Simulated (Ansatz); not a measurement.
# SnN₂H₆: up Jacob's ladder to CCSD(T)

One table from this session's results is given with a row withheld; the runs are named, their logs left out.

Program: Ansatz 0.2.0, Gaussian basis. Level of theory: functionals in def2-TZVPP, the program's frozen cores in correlated methods. These are calculated values, not measurements.

Plan: PBE-D4, r2SCAN-D4, PBE0-D4, B3LYP-D4, ωB97X-V, ωB97M-V, B2PLYP; CCSD(T)/def2-TZVPP; CCSD(T)/def2-QZVPP; extrapolation to the limit.

## Structure used throughout

All runs share one geometry, relaxed beforehand with PBE0-D4 in a triple-zeta def2 set. Sn takes the def2 core potential; no spin-orbit term is included.

SMILES `[NH2][SnH2][NH2]`, 9 atoms, charge 0, spin multiplicity 1.

Atoms are counted from 1 here; the program's logs count them from 0.

Bond lengths: N1–Sn2 2.021 Å, N1–H4 1.012 Å, N1–H5 1.011 Å, Sn2–N3 2.021 Å, Sn2–H6 1.714 Å, Sn2–H7 1.714 Å, N3–H8 1.012 Å, N3–H9 1.011 Å. Angles: Sn2–N1–H4 113.7°, Sn2–N1–H5 114.6°, H4–N1–H5 108.1°, N1–Sn2–N3 101.5°, N1–Sn2–H6 116.6°, N1–Sn2–H7 105.1°, N3–Sn2–H6 105.1°, N3–Sn2–H7 116.6°, H6–Sn2–H7 111.8°, Sn2–N3–H8 113.7°, Sn2–N3–H9 114.6°, H8–N3–H9 108.1°.

The first run:

in.yaml

```yaml
crystal:
  periodic: [false, false, false]
  atoms:
    - {symbol: N, position_ang: [-0.290726, 1.652050, -0.099775]}
    - {symbol: Sn, position_ang: [-0.007839, -0.210532, 0.632245]}
    - {symbol: N, position_ang: [0.304370, -1.265699, -1.063135]}
    - {symbol: H, position_ang: [-1.125020, 1.744375, -0.664408]}
    - {symbol: H, position_ang: [-0.301916, 2.382287, 0.599773]}
    - {symbol: H, position_ang: [-1.358204, -0.955425, 1.381240]}
    - {symbol: H, position_ang: [1.320696, -0.072062, 1.707054]}
    - {symbol: H, position_ang: [1.150291, -1.005544, -1.553170]}
    - {symbol: H, position_ang: [0.308359, -2.269460, -0.939834]}
basis:
  gaussian: {orbitals: def2-TZVPP}
hamiltonian: {xc: pbe, dispersion: d4}
output: {forces: true, orbitals: {seedname: orbitals}}
```

Launch:

```sh
$ ansatz run in.yaml --threads 2 --pin off --events-out ev --progress --plain --max-ram 32768MiB --backend cpu
```

Steps of the session up to this table: PBE-D4 (GGA); r2SCAN-D4 (meta-GGA); PBE0-D4 (hybrid); B3LYP-D4 (hybrid); ωB97X-V (range-separated); ωB97M-V (range-separated); B2PLYP (double hybrid); CCSD(T) in def2-TZVPP; CCSD(T) in def2-QZVPP.

One of the session's tables, all rows but one given; the rest of the session is left out.

```
            method  atomisation energy (kJ/mol)
            PBE-D4                       2647.6
         r2SCAN-D4                       2587.8
           PBE0-D4                       2586.8
          B3LYP-D4                       2626.5
           ωB97X-V                       2643.8
           ωB97M-V                       2626.8
            B2PLYP                            ?
     HF/def2-TZVPP                       1689.0
    MP2/def2-TZVPP                       2531.4
   CCSD/def2-TZVPP                       2502.3
CCSD(T)/def2-TZVPP                       2545.7
           MP2/CBS                       2627.3
       CCSD(T)/CBS                       2641.6
```

Estimate the missing values for B2PLYP.

**Answer.** atomisation energy (kJ/mol): 2584.5. In the column «atomisation energy (kJ/mol)» it lies between CCSD(T)/def2-TZVPP (2545.7) and PBE0-D4 (2586.8).

To keep in mind: Free atoms (2 N, 1 Sn, 6 H) were run apart at each level; the atomisation energy is their sum less the molecule, without zero-point or spin-orbit terms.
